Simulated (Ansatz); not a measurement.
**TiH+ (quintet): wave-function methods side by side, def2-TZVPP**

Aim: climb from Hartree-Fock through coupled cluster for TiH+ (quintet) at one geometry and basis, and see what each rung misses.

Computed with Ansatz 0.2.0, Gaussian basis. Level: def2-TZVPP, core rule «outside noble gas», up to 9 orbitals frozen.

The runs, in order: UHF; CCSD(T) on ROHF; CCSD(T) on UHF; CCSDT(Q) on ROHF; CCSDT(Q) on UHF; Full CI; Full CI in the symmetry of the determinant.

32 further runs of the same task are left out: 12 for a known fault of the program, 12 that didn't finish, 8 set aside as unsound or not needed.

### 1 The geometry

The geometry is a PBE0/def2-TZVP stationary point (not a proven minimum) of the parent state, kept for this charge and spin.

2 atoms, charge 1, spin multiplicity 5.

Atoms are counted from 1 here; the program's logs count them from 0.

Bond lengths: Ti1–H2 1.754 Å.

Coordinates:

```xyz
2

Ti    0.0000    0.0000    0.0000
H     0.0000    0.0000    1.7540
```

### 2 UHF

The input, in.yaml:

```yaml
crystal:
  periodic: [false, false, false]
  atoms:
    - {symbol: Ti, position_ang: [0.000000, 0.000000, 0.000000]}
    - {symbol: H, position_ang: [0.000000, 0.000000, 1.753968]}
basis:
  gaussian: {orbitals: def2-TZVPP}
total_charge: 1
magnetization: {spin_polarized: true, initial_magnetization: 4}
hamiltonian: {xc: hf}
output: {orbitals: {seedname: orbitals}}
```

Started as:

```console
$ ansatz run in.yaml --threads 1 --pin off --events-out ev --progress --plain --max-ram 2393MiB
```

After this run come: CCSD(T) on ROHF; CCSD(T) on UHF; CCSDT(Q) on ROHF; CCSDT(Q) on UHF; Full CI; Full CI in the symmetry of the determinant.

Before running them: what should the planned runs give, taken together? Wanted: FCI below the RHF energy; UMP2 from FCI; UCCSD(T) from FCI; UCCSDT(Q) from FCI; T1 diagnostic; effectively unpaired electrons.

The runs gave:

```
                         quantity       value
         FCI below the RHF energy  -0.9074 eV
                    UMP2 from FCI  +111.7 meV
                UCCSD(T) from FCI   -95.0 meV
               UCCSDT(Q) from FCI   -99.5 meV
levels within 1 kcal/mol (43 meV)        none
                    T1 diagnostic       0.017
   effectively unpaired electrons        4.00
```

What this shows: UCCSD(T) misses by -95.0 meV, 10.5 % of the correlation energy. UCCSD, UCCSD(T), UCCSDT, UCCSDT(Q) fall below full CI: unrestricted runs freeze a spin-polarised core, another one than full CI's, and coupled cluster isn't variational. One determinant dominates. The lowest state has another symmetry than the determinant, whose own symmetry lies 0.15 eV higher, so single-reference misses include that gap. These misses are within one basis, not against nature; the frozen cores of restricted and unrestricted runs differ, which can shift their rows.
